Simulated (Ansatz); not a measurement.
# Al (fcc type): the cost of one run

Program: Ansatz 0.2.0. Level of theory: DFT, PBE, all-electron LAPW, scalar-relativistic. These are calculated values, not measurements.

## (1) The structure to begin with

The structure is cubic, space group Fm-3m (No. 225). Conventional cell: a = 4.041 Å, b = 4.041 Å, c = 4.041 Å, α = 90.00°, β = 90.00°, γ = 90.00°. Al (site symmetry m-3m) is surrounded by 12 Al at 2.86 Å.

Structure file:

```
Al
1.0
     0.00000    2.02055   -2.02055
    -2.02055    0.00000    2.02055
     4.04109    4.04109    4.04109
Al
3
Direct
  0.00000 0.00000 0.00000
  0.33333 0.66667 0.33333
  0.66667 0.33333 0.66667
```

Atoms are numbered in the order of the input: Al1, Al2, Al3.

## (2) Bulk in the slab's orientation, LAPW

input.yaml reads:

```yaml
crystal:
  lattice:
    - [0.0, 2.020547281, -2.020547281]
    - [-2.020547281, 0.0, 2.020547281]
    - [4.041094562, 4.041094562, 4.041094562]
  atoms:
    - { symbol: Al, position: [0.0, 0.0, 0.0] }
    - { symbol: Al, position: [0.333333333, 0.666666667, 0.333333333] }
    - { symbol: Al, position: [0.666666667, 0.333333333, 0.666666667] }
kpoints:
  mp_grid: { grid: [16, 16, 6] }
scf:
  occupations: { method: fermi_dirac, width: 0.08 }
hamiltonian:
  xc: pbe
  pseudopotentials: { kind: all_electron, lapw: { basis_error: 0.001 } }
output:
  forces: true
  stress: true
  eigenvalues: true
```

Started as:

```bash
ansatz run input.yaml --threads 2 --pin off --max-ram 4096MiB --backend cpu --events-out ev --progress --plain --runs-dir out
```

Q: Estimate wall time and peak memory on 2 threads of Arm Neoverse V1, shared host.

About 9.2 s, with a peak of 0.38 GiB.
